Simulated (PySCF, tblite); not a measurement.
# C₆H₁₀GeOS: geometry, infrared bands and NMR shifts

Wanted: the infrared bands and NMR shifts of C₆H₁₀GeOS (`Oc1ccc(C[CH2][GeH3])s1`), by calculation.

Programs: tblite 0.8.0 and PySCF 2.14.0, with density-fitted response routines of our own. Each step states its level of theory. These are calculated values for one molecule in the gas phase, unless marked as measured. Atoms are numbered from 0 throughout.

## Step 1: The starting structure

19 atoms, charge 0, multiplicity 1; geometry from: force field or distance geometry start.

Bonds of the start (Å): O0–C1 1.41, C1–C2 1.35, C2–C3 1.36, C3–C4 1.37, C4–C5 1.49, C5–C6 1.51, C6–Ge7 1.93, C4–S8 1.84, S8–C1 1.86, O0–H9 1.02, C2–H10 1.10, C3–H11 1.11, C5–H12 1.14, C5–H13 1.11, C6–H14 1.11, C6–H15 1.09, Ge7–H16 1.55, Ge7–H17 1.56, Ge7–H18 1.55.

## Step 2: Geometry optimisation with GFN2-xTB

The job: settings as JSON, then the geometry in Å.

```
{"job": {"kind": "relax", "xc": "GFN2-xTB", "basis": "xTB"}, "charge": 0, "multiplicity": 1}
O      4.419700    -0.088400    -0.754500
C      3.081000     0.029600    -0.322200
C      2.572700     1.085700     0.337900
C      1.254600     1.017000     0.673900
C      0.611900    -0.142000     0.346000
C     -0.813700    -0.490200     0.592400
C     -1.596600     0.001600    -0.606400
Ge    -3.458500    -0.424500    -0.322700
S      1.771500    -1.277400    -0.525300
H      4.955700    -0.915700    -0.508500
H      3.172700     1.984400     0.568500
H      0.725000     1.821300     1.216900
H     -1.174300     0.105600     1.492900
H     -0.924900    -1.580300     0.768200
H     -1.259800    -0.530500    -1.524900
H     -1.436100     1.073000    -0.741300
H     -3.650000    -0.776800     1.173600
H     -3.882300    -1.656800    -1.187400
H     -4.378400     0.773700    -0.684400
```

Command:

```
OMP_NUM_THREADS=1 python probes_run.py task.json out
```

The driver reads the jobs from task.json and runs them one after another.

The program printed:

```text
step      E/eV     max force
  0    -738.05495    3.011
  1    -738.41863    1.665
  2    -738.56494    1.026
  3    -738.64597    0.678
  4    -738.68096    0.594
  5    -738.71317    0.398
  6    -738.73485    0.396
  7    -738.75774    0.384
  8    -738.77150    0.372
  9    -738.78072    0.223
 10    -738.78757    0.264
 11    -738.79358    0.180
 12    -738.79882    0.149
 13    -738.80394    0.184
 14    -738.80943    0.225
 15    -738.81512    0.188
 16    -738.82086    0.167
 17    -738.82740    0.170
 18    -738.83485    0.212
 19    -738.84161    0.207
 20    -738.84655    0.161
 21    -738.85022    0.153
 22    -738.85373    0.202
 23    -738.85718    0.201
 24    -738.85866    0.261
 25    -738.86157    0.148
 26    -738.86326    0.137
 27    -738.86545    0.136
 28    -738.86757    0.154
 29    -738.87000    0.129
 30    -738.87201    0.112
 31    -738.87309    0.229
 32    -738.87542    0.107
 33    -738.87721    0.095
 34    -738.87924    0.067
 35    -738.87987    0.073
 36    -738.88097    0.061
 37    -738.88154    0.061
 38    -738.88203    0.063
 39    -738.88242    0.075
 40    -738.88285    0.066
 41    -738.88328    0.052
 42    -738.88362    0.041
 43    -738.88387    0.037
 44    -738.88409    0.039
 45    -738.88430    0.045
 46    -738.88456    0.047
 47    -738.88491    0.044
 48    -738.88527    0.043
 49    -738.88555    0.033
 50    -738.88577    0.035
 51    -738.88602    0.032
 52    -738.88632    0.041
 53    -738.88665    0.044
 54    -738.88695    0.038
 55    -738.88721    0.034
 56    -738.88747    0.039
 57    -738.88790    0.053
 58    -738.88855    0.062
 59    -738.88940    0.072
 60    -738.89046    0.074
 61    -738.89176    0.078
 62    -738.89327    0.080
 63    -738.89514    0.077
 64    -738.89686    0.105
 65    -738.89851    0.124
 66    -738.89998    0.135
 67    -738.90194    0.062
 68    -738.90294    0.111
 69    -738.90449    0.072
 70    -738.90523    0.058
 71    -738.90597    0.059
 72    -738.90708    0.076
 73    -738.90850    0.094
 74    -738.90976    0.107
 75    -738.91000    0.102
 76    -738.91105    0.083
 77    -738.91155    0.089
 78    -738.91292    0.090
 79    -738.91379    0.097
 80    -738.91476    0.092
 81    -738.91558    0.076
 82    -738.91657    0.061
 83    -738.91759    0.071
 84    -738.91842    0.057
 85    -738.91888    0.041
 86    -738.91910    0.052
 87    -738.91929    0.063
 88    -738.91956    0.056
 89    -738.91978    0.039
 90    -738.91995    0.031
 91    -738.92009    0.030
 92    -738.92024    0.029
 93    -738.92039    0.032
 94    -738.92050    0.023
 95    -738.92056    0.018
 96    -738.92061    0.018
 97    -738.92068    0.028
 98    -738.92078    0.039
 99    -738.92090    0.035
100    -738.92099    0.018
101    -738.92104    0.016
102    -738.92109    0.020
103    -738.92116    0.034
104    -738.92129    0.040
105    -738.92149    0.035
106    -738.92171    0.038
107    -738.92194    0.035
108    -738.92219    0.049
109    -738.92255    0.058
110    -738.92296    0.056
111    -738.92349    0.055
112    -738.92403    0.050
113    -738.92467    0.088
114    -738.92526    0.061
115    -738.92578    0.092
116    -738.92613    0.043
117    -738.92633    0.036
118    -738.92645    0.036
119    -738.92661    0.030
120    -738.92684    0.030
121    -738.92700    0.031
122    -738.92718    0.037
123    -738.92734    0.031
124    -738.92747    0.032
125    -738.92755    0.022
126    -738.92760    0.017
127    -738.92764    0.016
128    -738.92770    0.015
129    -738.92775    0.018
130    -738.92780    0.017
131    -738.92786    0.019
132    -738.92793    0.026
133    -738.92803    0.027
134    -738.92817    0.032
135    -738.92832    0.034
136    -738.92847    0.035
137    -738.92861    0.033
138    -738.92879    0.032
139    -738.92900    0.033
140    -738.92926    0.037
141    -738.92960    0.051
142    -738.92999    0.056
143    -738.93032    0.052
144    -738.93069    0.049
145    -738.93097    0.046
146    -738.93114    0.047
147    -738.93130    0.034
148    -738.93145    0.023
149    -738.93156    0.020
150    -738.93161    0.015
151    -738.93166    0.035
152    -738.93169    0.014
153    -738.93171    0.012
154    -738.93174    0.015
155    -738.93175    0.014
156    -738.93176    0.009
```

It took 2.2 s on 1 thread of Arm Neoverse N1, shared host; peak memory 0.18 GiB.

Along the way: (not every step is listed)

```csv
step,energy from step 0 (eV),largest force (eV/Å)
0,0.0000,3.0113
1,-0.3637,1.6649
2,-0.5100,1.0259
3,-0.5910,0.6784
4,-0.6260,0.5936
5,-0.6582,0.3982
6,-0.6799,0.3962
7,-0.7028,0.3842
8,-0.7165,0.3716
22,-0.7988,0.2021
36,-0.8260,0.0606
50,-0.8308,0.0352
64,-0.8419,0.1047
78,-0.8580,0.0900
92,-0.8653,0.0291
106,-0.8668,0.0379
120,-0.8719,0.0299
134,-0.8732,0.0318
148,-0.8765,0.0227
151,-0.8767,0.0347
152,-0.8767,0.0137
153,-0.8768,0.0124
154,-0.8768,0.0153
155,-0.8768,0.0136
156,-0.8768,0.0087
```

Close pairs (by a distance rule), those that changed most:

```csv
bond,before (Å),after (Å),change (Å)
C1–S8,1.861,1.742,-0.119
C4–S8,1.842,1.744,-0.098
Ge7–H17,1.564,1.495,-0.069
O0–C1,1.412,1.350,-0.062
Ge7–H18,1.553,1.494,-0.059
C2–C3,1.362,1.416,+0.054
Ge7–H16,1.549,1.495,-0.054
O0–H9,1.016,0.963,-0.053
```

The end geometry stands in the next job.

## Step 3: Vibrational analysis with GFN2-xTB

The job: settings as JSON, then the geometry in Å.

```
{"job": {"kind": "ir", "xc": "GFN2-xTB", "basis": "xTB"}, "charge": 0, "multiplicity": 1}
O      4.272676    -0.065742    -0.856919
C      3.060429     0.099974    -0.287126
C      2.706645     1.076255     0.586440
C      1.354631     0.969568     0.995148
C      0.688872    -0.077106     0.448923
C     -0.740486    -0.463186     0.601446
C     -1.566004    -0.021207    -0.609988
Ge    -3.476727    -0.458620    -0.400324
S      1.731167    -0.974825    -0.623349
H      4.276051    -0.839938    -1.430131
H      3.385491     1.836840     0.922383
H      0.896627     1.655742     1.685623
H     -1.134797     0.006994     1.506412
H     -0.825340    -1.547409     0.719346
H     -1.176180    -0.502092    -1.509600
H     -1.452992     1.055727    -0.752011
H     -4.056371     0.229020     0.794452
H     -3.679599    -1.926342    -0.203910
H     -4.273898    -0.044401    -1.594278
```

The program printed:

```text
mode    cm-1     km/mol
  1      32.1      0.10
  2      50.4      0.47
  3      62.6      0.04
  4     117.7      0.16
  5     147.4      0.41
  6     183.3      1.01
  7     253.1    147.35
  8     264.5      6.14
  9     353.2      4.60
 10     371.8      4.42
 11     458.2     30.00
 12     460.8     23.34
 13     496.5     12.84
 14     502.7     37.56
 15     529.9      2.93
 16     650.2     47.82
 17     696.6      9.58
 18     707.3     16.78
 19     721.2     15.28
 20     734.3     91.10
 21     778.4    509.02
 22     788.2     20.21
 23     831.7      0.57
 24     856.0    108.00
 25     866.2    116.88
 26     914.7      6.83
 27    1024.7      2.53
 28    1044.7      4.51
 29    1089.2      8.45
 30    1103.5     40.16
 31    1169.0     16.05
 32    1198.6      5.19
 33    1200.7     58.81
 34    1214.5    398.59
 35    1257.9      7.89
 36    1315.1      2.53
 37    1346.3     25.96
 38    1459.1      0.99
 39    1463.4      1.33
 40    1550.6    109.24
 41    1605.7     58.83
 42    1990.7    158.99
 43    2076.2    435.79
 44    2081.5    470.64
 45    2942.0      4.09
 46    2951.8     55.62
 47    2958.4     31.45
 48    2964.1     27.39
 49    3124.3     19.16
 50    3153.7     14.21
 51    3540.0     40.49
```

Wall time 1.4 s (1 thread of Arm Neoverse N1, shared host); peak memory 0.18 GiB.

The strongest bands and the atoms that carry them (share of the mass-weighted mode):

```csv
cm⁻¹,km/mol,atoms
253,147.3,"H9 81 %, O0 13 %"
778,509.0,"H18 33 %, H17 32 %, H16 32 %"
866,116.9,"H17 44 %, H16 42 %, H18 12 %"
1214,398.6,"C1 33 %, H9 23 %, O0 20 %"
1551,109.2,"C4 31 %, C1 27 %, C3 21 %, C2 14 %"
1991,159.0,"H16 36 %, H18 32 %, H17 31 %"
2076,435.8,"H16 60 %, H17 31 %"
2082,470.6,"H18 59 %, H17 37 %"
```

## Step 4: NMR shieldings: PBE0/pcSseg-1

Settings changed since step 3:

```diff
@@ -1,2 +1,2 @@
-{"job": {"kind": "ir", "xc": "GFN2-xTB", "basis": "xTB"}, "charge": 0, "multiplicity": 1}
+{"job": {"kind": "nmr", "xc": "PBE0", "basis": "pcSseg-1"}, "charge": 0, "multiplicity": 1}
 O      4.272676    -0.065742    -0.856919
```

With the program's defaults for keys left out, this is: GIAO PBE0/pcSseg-1 NMR shielding, non-relativistic, gas phase.

The program printed:

```text
coarse grid: 74712 points
cycle   1  E = -2783.8876538666  dE =  8.136e-01  |g| = 1.043e+00  |ddm| = 4.365e+00
cycle   2  E = -2783.7980901667  dE =  8.956e-02  |g| = 1.191e+00  |ddm| = 1.429e+00
cycle   3  E = -2784.0023459658  dE = -2.043e-01  |g| = 1.740e-01  |ddm| = 9.996e-01
cycle   4  E = -2784.0086545255  dE = -6.309e-03  |g| = 7.442e-02  |ddm| = 2.429e-01
cycle   5  E = -2784.0097446088  dE = -1.090e-03  |g| = 2.100e-02  |ddm| = 8.554e-02
cycle   6  E = -2784.0098413821  dE = -9.677e-05  |g| = 5.777e-03  |ddm| = 2.441e-02
cycle   7  E = -2784.0098474131  dE = -6.031e-06  |g| = 1.937e-03  |ddm| = 6.640e-03
final grid: 156960 points
cycle   8  E = -2784.0099004404  dE =  1.921e-06  |g| = 3.337e-03  |ddm| = 5.355e-03
cycle   9  E = -2784.0098925203  dE =  7.920e-06  |g| = 6.401e-03  |ddm| = 9.456e-03
cycle  10  E = -2784.0099032587  dE = -1.074e-05  |g| = 4.248e-04  |ddm| = 6.506e-03
cycle  11  E = -2784.0099033017  dE = -4.295e-08  |g| = 7.669e-05  |ddm| = 4.633e-04
cycle  12  E = -2784.0099033031  dE = -1.459e-09  |g| = 1.281e-05  |ddm| = 9.349e-05
cycle  13  E = -2784.0099033032  dE = -3.729e-11  |g| = 3.379e-06  |ddm| = 1.595e-05
converged SCF energy = -2784.0099033032

GIAO shielding tensors (ppm)
atom      isotropic    diamagn.    paramagn.     s11        s22        s33       span
  0 O      222.593     380.068    -157.475    163.410    249.026    255.343     91.933
  1 C       17.857     267.264    -249.407    -54.144     27.719     79.997    134.140
  2 C       80.061     254.915    -174.854     20.369     74.236    145.579    125.211
  3 C       59.916     250.583    -190.667    -16.467     57.718    138.497    154.963
  4 C       45.908     262.463    -216.555    -32.652     56.327    114.050    146.702
  5 C      153.995     246.137     -92.142    137.165    150.535    174.284     37.119
  6 C      166.906     249.982     -83.076    153.346    158.237    189.136     35.790
  7 Ge    1567.653    2753.047   -1185.393   1495.468   1513.876   1693.616    198.147
  8 S      319.574    1060.036    -740.463    194.652    356.513    407.556    212.903
  9 H       27.387      31.381      -3.994     18.625     27.155     36.381     17.756
 10 H       25.635      30.066      -4.430     22.289     25.503     29.113      6.824
 11 H       25.194      33.265      -8.071     22.130     24.704     28.746      6.616
 12 H       29.051      32.549      -3.498     22.830     30.886     33.437     10.607
 13 H       29.096      31.667      -2.571     23.215     30.936     33.135      9.920
 14 H       30.531      31.566      -1.036     24.069     31.884     35.638     11.569
 15 H       30.559      31.726      -1.167     25.243     31.509     34.926      9.682
 16 H       28.325      28.197       0.128     21.502     23.609     39.865     18.363
 17 H       28.328      28.113       0.215     21.623     23.704     39.657     18.034
 18 H       28.203      27.636       0.567     21.423     22.589     40.596     19.172
```

Wall time 90 s (1 thread of Arm Neoverse N1, shared host); peak memory 1 GiB.

The references, computed at this level on geometries of the same kind, shield at (ppm): 1H TMS 31.72, 13C TMS 186.9, 17O H2O 336.1, 33S CS2 504, 73Ge GeMe4 1331. Their shielding less the atom's gives the shift. The references are single molecules in the gas phase, so shifts against H2O, NH3, PH3, H3PO4 or CFCl3 are not on the usual liquid scales and can be off by tens of ppm. Atoms listed in one row are averaged.

```csv
atoms,environment,σ (ppm),δ (ppm)
C1,aromatic carbon bearing oxygen,17.9,169.1
C4,substituted aromatic carbon next to the ring sulfur,45.9,141.0
C3,aromatic CH,59.9,127.0
C2,aromatic CH,80.1,106.9
C5,sp3 CH2 on an aromatic ring,154.0,32.9
C6,sp3 CH2 bonded to Ge,166.9,20.0
H11,hydrogen on an aromatic CH,25.19,6.52
H10,hydrogen on an aromatic CH,25.64,6.08
H9,hydrogen on a phenol-type oxygen,27.39,4.33
"H16, H17, H18",hydrogen on a germanium bonded to C,28.29,3.43
"H12, H13",hydrogen on an sp3 CH2 on an aromatic ring,29.07,2.64
"H14, H15",hydrogen on an sp3 CH2 bonded to Ge,30.55,1.17
O0,phenol-type oxygen,222.6,113.5
Ge7,"germanium bonded to C, 3 H",1568,-237
S8,aromatic ring sulfur,320,184
```

Charges from the same density, by scheme (e):

```csv
atoms,Mulliken,IAO,Hirshfeld,ESP fit
O0,-0.36,-0.46,-0.18,-0.52
C1,0.02,0.07,0.04,0.21
C2,-0.07,-0.25,-0.11,-0.24
C3,0.02,-0.18,-0.08,-0.29
C4,-0.44,-0.15,-0.03,-0.16
C5,-0.08,-0.25,-0.07,0.17
C6,-0.49,-0.49,-0.15,-0.08
Ge7,0.25,0.47,0.30,0.18
S8,0.23,0.23,0.07,-0.08
```

Mayer bond orders: O0–C1 1.05, C1–C2 1.57, C2–C3 1.24, C3–C4 1.61, C4–C5 1.05, C5–C6 1.00, C6–Ge7 0.94, C4–S8 1.11, S8–C1 1.10.

Ring of atoms C1, C2, C3, C4, S8: NICS(0) -11.6, NICS(1) -9.0, NICS(1)zz -19.0 ppm (means of both faces).

## Step 5: What came out

| quantity | value |
| --- | --- |
| strongest single infrared mode (GFN2-xTB) | 778 cm⁻¹, 509 km/mol |
| zero-point energy (GFN2-xTB) | 85.3 kcal/mol |
| 13C shifts against TMS (PBE0/pcSseg-1) | 169.1, 141.0, 127.0, 106.9, 32.9, 20.0 ppm |
| 1H shifts against TMS (PBE0/pcSseg-1, means over atoms taken as alike) | 6.52, 6.08, 4.33, 3.43, 2.64, 1.17 ppm |
| 17O shifts against H2O (PBE0/pcSseg-1) | 113.5 ppm |
| 73Ge shifts against GeMe4 (PBE0/pcSseg-1) | -237 ppm |
| 33S shifts against CS2 (PBE0/pcSseg-1) | 184 ppm |

What this shows: Relaxing lowered the energy by 0.877 eV in 156 steps; the close pair that moved most is C1–S8, from 1.861 to 1.742 Å. All 51 modes are real, so the xTB geometry is a minimum. The strongest single mode, at 778 cm⁻¹, has its largest shares on H18, H17 and H16 (the list is cut at 3 atoms). Unscaled tight-binding wavenumbers are off by several per cent, some by more. Its intensities can rank the bands wrongly. At PBE0/pcSseg-1: Shielding is most anisotropic at S8 (span 213 ppm, paramagnetic term -740 ppm). NICS(1)zz of -19 ppm above the planar ring from C1 marks a diatropic (aromatic) ring current. Spin-orbit coupling is left out, which matters for shieldings and couplings at and beside the heavy atoms.
